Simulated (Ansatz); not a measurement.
# C₈H₄Si: a ladder of functionals and wavefunction methods

One table from this session's results is given with a row withheld; the runs are named, their logs left out.

Method: functionals in def2-TZVPP, the program's frozen cores in correlated methods; program: Ansatz 0.2.0, Gaussian basis.

Plan: LDA (SPW92), PBE-D4, revPBE-D4, BLYP-D4, r2SCAN-D4, B97M-V, PBE0-D4, B3LYP-D4, r2SCANh-D4, r2SCAN0-D4, HSE06-D4, BHLYP-D4, CAM-B3LYP-D4, LC-ωPBE, ωB97X-V, ωB97M-V, B2PLYP, PBE-QIDH; CCSD(T)/def2-SVP; CCSD(T)/def2-TZVPP; MP2/def2-QZVPP; extrapolation to the limit; RPA on PBE.

### The relaxed structure

The geometry comes from an earlier relaxation with PBE0-D4 in a triple-zeta def2 set; it is a stationary point, not always the lowest conformer.

SMILES `C#C[Si](C#C)(C#C)C#C`, 13 atoms, charge 0, spin multiplicity 1.

Atoms are counted from 1 here; the program's logs count them from 0.

Bond lengths: C1–C2 1.205 Å, C1–H10 1.066 Å, C2–Si3 1.816 Å, Si3–C4 1.816 Å, Si3–C6 1.816 Å, Si3–C8 1.816 Å, C4–C5 1.205 Å, C5–H11 1.066 Å, C6–C7 1.205 Å, C7–H12 1.066 Å, C8–C9 1.205 Å, C9–H13 1.066 Å. Angles: C2–C1–H10 180.0°, C1–C2–Si3 180.0°, C2–Si3–C4 109.5°, C2–Si3–C6 109.5°, C2–Si3–C8 109.5°, C4–Si3–C6 109.5°, C4–Si3–C8 109.4°, C6–Si3–C8 109.5°, Si3–C4–C5 179.8°, C4–C5–H11 180.0°, Si3–C6–C7 180.0°, C6–C7–H12 180.0°, Si3–C8–C9 179.8°, C8–C9–H13 180.0°.

Set-up of the first run:

Contents of in.yaml:

```yaml
crystal:
  periodic: [false, false, false]
  atoms:
    - {symbol: C, position_ang: [2.581835, -1.536046, 0.359050]}
    - {symbol: C, position_ang: [1.553255, -0.924890, 0.215745]}
    - {symbol: Si, position_ang: [0.003348, -0.002856, 0.000930]}
    - {symbol: C, position_ang: [-0.700933, -0.373313, -1.631625]}
    - {symbol: C, position_ang: [-1.172289, -0.619106, -2.713029]}
    - {symbol: C, position_ang: [0.336258, 1.778100, 0.126865]}
    - {symbol: C, position_ang: [0.556546, 2.959819, 0.210754]}
    - {symbol: C, position_ang: [-1.176033, -0.491234, 1.292840]}
    - {symbol: C, position_ang: [-1.960877, -0.815212, 2.147874]}
    - {symbol: H, position_ang: [3.491803, -2.076740, 0.485841]}
    - {symbol: H, position_ang: [-1.588976, -0.836602, -3.669864]}
    - {symbol: H, position_ang: [0.751520, 4.005258, 0.284971]}
    - {symbol: H, position_ang: [-2.655059, -1.101878, 2.904444]}
basis:
  gaussian: {orbitals: def2-TZVPP}
hamiltonian: {xc: lda}
output: {orbitals: {seedname: orbitals}}
```

The run is started by

```console
$ ansatz run in.yaml --threads 2 --pin off --events-out ev --progress --plain --max-ram 22528MiB --backend cuda --devices 0, --max-vram 18GiB
```

Among the steps run: LDA; PBE-D4 (GGA); revPBE-D4 (GGA); BLYP-D4 (GGA); r2SCAN-D4 (meta-GGA); B97M-V (meta-GGA); PBE0-D4 (hybrid); B3LYP-D4 (hybrid); r2SCANh-D4 (hybrid); r2SCAN0-D4 (hybrid); HSE06-D4 (hybrid); BHLYP-D4 (hybrid); CAM-B3LYP-D4 (range-separated); LC-ωPBE (range-separated); ωB97X-V (range-separated); ωB97M-V (range-separated); B2PLYP (double hybrid); PBE-QIDH (double hybrid).

One table of the session follows, with a row left open; its other results are not shown here.

It belongs to the step «Orbital energies across the functionals». 

| functional | HOMO (eV) | gap (eV) |
| --- | --- | --- |
| LDA (SPW92) | -7.20 | 5.27 |
| PBE-D4 | -7.00 | 5.32 |
| revPBE-D4 | -6.93 | 5.35 |
| BLYP-D4 | -6.81 | 5.30 |
| r2SCAN-D4 | ? | ? |
| B97M-V | -7.18 | 5.79 |
| PBE0-D4 | -8.20 | 7.44 |
| B3LYP-D4 | -7.93 | 6.99 |
| r2SCANh-D4 | -7.67 | 6.54 |
| r2SCAN0-D4 | -8.35 | 7.71 |
| HSE06-D4 | -7.80 | 6.65 |
| BHLYP-D4 | -9.20 | 9.51 |
| CAM-B3LYP-D4 | -9.53 | 9.92 |
| LC-ωPBE | -11.01 | 12.51 |
| ωB97X-V | -10.56 | 11.98 |
| ωB97M-V | -10.44 | 11.72 |

Estimate the missing values for r2SCAN-D4.

Worked estimate for «HOMO (eV)». Against the share of exact exchange, r2SCANh-D4 (0.1, -7.67), r2SCAN0-D4 (0.25, -8.35) give a slope of -4.53 per unit share; at 0 the line stands at -7.22.

As computed: HOMO (eV): -7.22; gap (eV): 5.75. In «HOMO (eV)» the line misses by 0.00.
